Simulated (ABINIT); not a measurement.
Crystal: Sn3Se.

```
CELL_PARAMETERS angstrom
4.74188 0.00000 0.00000
0.00000 4.74188 0.00000
0.00000 0.00000 4.74188
ATOMIC_POSITIONS crystal
Sn 0.50000 0.50000 0.00000
Sn 0.50000 0.00000 0.50000
Sn 0.00000 0.50000 0.50000
Se 0.00000 0.00000 0.00000
```

The cell comes from a database or a generator and needn't be the stable form of this composition.

Base run:

| Property | Result |
| --- | --- |
| Program | ABINIT 10.8.3 (patched build) |
| Functional | PBEsol |
| Potentials or basis | PseudoDojo NC SR PBEsol v0.4.1 standard |
| Cutoff | 1170 eV |
| k mesh | 6 × 6 × 6 |
| Occupations | fermi-dirac, width 0.05 eV |
| Spin | no spin polarisation |

Its results: band gap on the k mesh none (metal or under the smearing width); pressure -2.6 GPa.

The run is repeated on the same cell with these changes: functional from PBEsol to r2SCAN; potentials or basis from PseudoDojo NC SR PBEsol v0.4.1 standard to JTH PAW PBE v2.0; cutoff from 1170 eV to 707 eV; valence electrons from 58 to 48. What comes out?

Band gap on the k mesh none (metal or under the smearing width); pressure -0.8 GPa.

Caveats: spin-orbit coupling is left out, which moves the levels of the heavy elements; the PAW data sets were made with another functional, which shifts forces and pressure a little (some runs).
